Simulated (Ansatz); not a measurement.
Geometry optimisation, DFT r2SCAN, scalar-relativistic, plane waves, PAW (Ansatz).

Input:

```yaml
crystal:
  lattice:
    - [8.1, 0.0, 0.0]
    - [0.0, 8.1, 0.0]
    - [0.0, 0.0, 8.1]
  atoms:
    - { symbol: Al, position: [0.5, 0.0, 0.0] }
    - { symbol: Al, position: [0.75, 0.25, 0.0] }
    - { symbol: Al, position: [0.75, 0.0, 0.25] }
    - { symbol: Al, position: [0.0, 0.0, 0.0] }
    - { symbol: Al, position: [0.25, 0.25, 0.0] }
    - { symbol: Al, position: [0.5, 0.5, 0.0] }
    - { symbol: Al, position: [0.75, 0.75, 0.0] }
    - { symbol: Al, position: [0.25, 0.0, 0.25] }
    - { symbol: Al, position: [0.5, 0.25, 0.25] }
    - { symbol: Al, position: [0.75, 0.5, 0.25] }
    - { symbol: Al, position: [0.5, 0.0, 0.5] }
    - { symbol: Al, position: [0.75, 0.25, 0.5] }
    - { symbol: Al, position: [0.75, 0.0, 0.75] }
    - { symbol: Al, position: [0.0, 0.5, 0.0] }
    - { symbol: Al, position: [0.25, 0.75, 0.0] }
    - { symbol: Al, position: [0.0, 0.25, 0.25] }
    - { symbol: Al, position: [0.25, 0.5, 0.25] }
    - { symbol: Al, position: [0.5, 0.75, 0.25] }
    - { symbol: Al, position: [0.0, 0.0, 0.5] }
    - { symbol: Al, position: [0.25, 0.25, 0.5] }
    - { symbol: Al, position: [0.5, 0.5, 0.5] }
    - { symbol: Al, position: [0.75, 0.75, 0.5] }
    - { symbol: Al, position: [0.25, 0.0, 0.75] }
    - { symbol: Al, position: [0.5, 0.25, 0.75] }
    - { symbol: Al, position: [0.75, 0.5, 0.75] }
    - { symbol: Al, position: [0.0, 0.75, 0.25] }
    - { symbol: Al, position: [0.0, 0.5, 0.5] }
    - { symbol: Al, position: [0.25, 0.75, 0.5] }
    - { symbol: Al, position: [0.0, 0.25, 0.75] }
    - { symbol: Al, position: [0.25, 0.5, 0.75] }
    - { symbol: Al, position: [0.5, 0.75, 0.75] }
    - { symbol: Al, position: [0.0, 0.75, 0.75] }
    - { symbol: Al, position: [0.49387781, 0.50225717, 0.24890082] }
basis:
  ecutwfc: 500.0
kpoints:
  mp_grid: { grid: [2, 2, 2] }
hamiltonian:
  xc: r2scan
scf:
  occupations: { method: gaussian, width: 0.15 }
  lower_state_search: "off"
relax:
  f_tol: 0.03
  max_steps: 60
  adjacent_minimum: "off"
```

Command:

```bash
$ ansatz run input.yaml --threads 4 --pin off --max-ram 10240MiB --backend cpu --events-out ev --progress --plain --runs-dir out
```

**Question.** Where does it end, and by what steps?

**Answer.** The forces met the threshold. Limits of this set-up: coarse k mesh. After 5 steps the energy has fallen by 8.085 eV; Al17 moved furthest, 0.51 Å. The start is strongly strained (largest force component 9 eV/Å).

| step | energy less start (eV) | largest force component (eV/Å) | accepted |
| --- | --- | --- | --- |
| 0 | 0.0000 | 8.612 | yes |
| 1 | -5.6960 | 3.349 | yes |
| 2 | -7.7676 | 1.039 | yes |
| 3 | -8.0805 | 0.058 | yes |
| 4 | -8.0805 | 0.058 | yes |
| 5 | -8.0846 | 0.016 | yes |

```xyz
33
Lattice="8.1000 0.0000 0.0000 0.0000 8.1000 0.0000 0.0000 0.0000 8.1000" Properties=species:S:1:pos:R:3
Al 4.047 0.006 -0.118
Al 6.060 2.039 0.012
Al 6.197 0.005 2.024
Al 0.006 -0.003 -0.021
Al 2.049 2.052 0.026
Al 4.060 4.044 -0.490
Al 6.053 6.056 0.019
Al 1.909 0.005 2.025
Al 4.060 1.565 2.029
Al 6.521 4.044 2.029
Al 4.047 0.006 4.171
Al 6.065 2.034 4.042
Al 6.097 -0.003 6.078
Al -0.010 4.051 -0.118
Al 2.057 6.042 0.033
Al -0.010 1.904 2.024
Al 1.516 4.044 2.029
Al 4.060 6.570 2.029
Al 0.005 -0.003 4.072
Al 2.043 2.046 4.029
Al 4.060 4.045 4.514
Al 6.058 6.061 4.035
Al 2.005 -0.004 6.078
Al 4.047 1.904 6.071
Al 6.197 4.051 6.071
Al -0.010 6.193 2.024
Al -0.010 4.052 4.171
Al 2.051 6.048 4.021
Al 0.006 2.003 6.078
Al 1.909 4.051 6.071
Al 4.048 6.193 6.071
Al 0.006 6.096 6.078
Al 4.007 4.074 2.008
```

The run took 40 s on 4 threads of AMD EPYC 9R14 (Zen 4) (shared host), peak memory 2.4 GiB.
